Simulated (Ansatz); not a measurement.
# CdCl2: the cost of one run

Program: Ansatz 0.2.0, driven from Python. Level of theory: B3LYP+D3(BJ)/def2-SVP. These are calculated values, not measurements.

### 1 The structure

Bond lengths: Cl1–Cd2 2.636 Å, Cd2–Cl3 2.501 Å. Angles: Cl1–Cd2–Cl3 124.5°.

No structure file is read: the coordinates are typed or built in the script.

### 2 The code

File relaxed_scan_cdcl2.py:

```python
'''One bond of CdCl2 held at set lengths while the rest relaxes.'''

import ansatz as az
import numpy as np

GEOMETRY = '''
Cl    1.78220    1.02050    1.07760
Cd   -0.48370    0.58560   -0.19820
Cl   -1.30940   -1.67090   -0.89260
'''

geometry = az.Crystal.molecule()
for line in GEOMETRY.strip().splitlines():
    symbol, *xyz = line.split()
    geometry = geometry.atom(symbol, [float(v) for v in xyz])

calculation = (
    geometry.calculation()
    .basis(gaussian='def2-SVP')
    .functional('b3lyp', dispersion='d3bj')
)
symbols = [site.symbol for site in geometry.cartesian_sites]
pairs = [(0, 1), (1, 2)]
print('held (A)   E (eV)        ', '  '.join(f'{symbols[i]}{i}-{symbols[j]}{j}' for i, j in pairs))
for length in [2.43, 2.64, 2.85, 3.16, 3.56]:
    report = calculation.relax(constraints=[az.DistanceConstraint((0, 1), at=length)], force_tolerance=0.02, max_steps=60).run(threads=1).report
    xyz = np.array(report['positions_ang'])
    print(f'{length:6.2f} {report["free_energy_ev"]:14.5f}  ', '  '.join(f'{np.linalg.norm(xyz[i] - xyz[j]):.3f}' for i, j in pairs))
```

### 3 Launch

Run with:

```bash
python relaxed_scan_cdcl2.py
```

**Question.** How long does this script take on 1 thread of Arm Neoverse V1, shared host, and how much memory does it need?

About 90 s, with a peak of 0.21 GiB.
